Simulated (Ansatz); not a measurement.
# CH5GeNS: the cost of one run

Program: Ansatz 0.2.0. Level of theory: RKS B3LYP/def2-SVP. These are calculated values, not measurements.

**1. The structure to begin with**

Bond lengths: N1–Ge2 1.798 Å, Ge2–C3 1.917 Å, C3–S4 1.490 Å, N1–H5 1.072 Å, N1–H6 1.087 Å, Ge2–H7 1.546 Å, Ge2–H8 1.596 Å, C3–H9 1.081 Å. Angles: N1–Ge2–C3 109.2°, N1–Ge2–H7 110.0°, N1–Ge2–H8 109.0°, C3–Ge2–H7 109.8°, C3–Ge2–H8 110.7°, H7–Ge2–H8 108.2°, Ge2–N1–H5 109.7°, Ge2–N1–H6 110.0°, H5–N1–H6 103.8°, Ge2–C3–S4 116.6°, Ge2–C3–H9 122.9°, S4–C3–H9 120.2°.

Coordinates:

```xyz
9

N    -0.5587    1.0632   -1.1619
Ge    0.5676   -0.1410   -0.4441
C    -0.1189   -0.7142    1.2517
S     0.7251   -1.6685    2.0246
H    -1.5394    0.6371   -1.2419
H    -0.6932    1.8991   -0.4803
H     0.7119   -1.3564   -1.3879
H     2.0052    0.5301   -0.2728
H    -1.0112   -0.2958    1.6954
```

**2. Relaxing end A**

File input.yaml:

```yaml
crystal:
  periodic: [false, false, false]
  atoms:
    - { symbol: "N", position_ang: [-0.5587, 1.0632, -1.1619] }
    - { symbol: Ge, position_ang: [0.5676, -0.141, -0.4441] }
    - { symbol: C, position_ang: [-0.1189, -0.7142, 1.2517] }
    - { symbol: S, position_ang: [0.7251, -1.6685, 2.0246] }
    - { symbol: H, position_ang: [-1.5394, 0.6371, -1.2419] }
    - { symbol: H, position_ang: [-0.6932, 1.8991, -0.4803] }
    - { symbol: H, position_ang: [0.7119, -1.3564, -1.3879] }
    - { symbol: H, position_ang: [2.0052, 0.5301, -0.2728] }
    - { symbol: H, position_ang: [-1.0112, -0.2958, 1.6954] }
basis:
  gaussian: { orbitals: def2-SVP }
hamiltonian:
  xc: b3lyp
relax:
  f_tol: 0.02
  max_steps: 50
```

The run is started by

```
$ ansatz run input.yaml --threads 2 --pin off --max-ram 3072MiB --backend cpu --events-out ev --progress --plain --runs-dir out
```

**Question.** How long does this run take on 2 threads of Arm Neoverse V2, shared host, and how much memory does it need?

About 74 s, with a peak of 0.24 GiB.
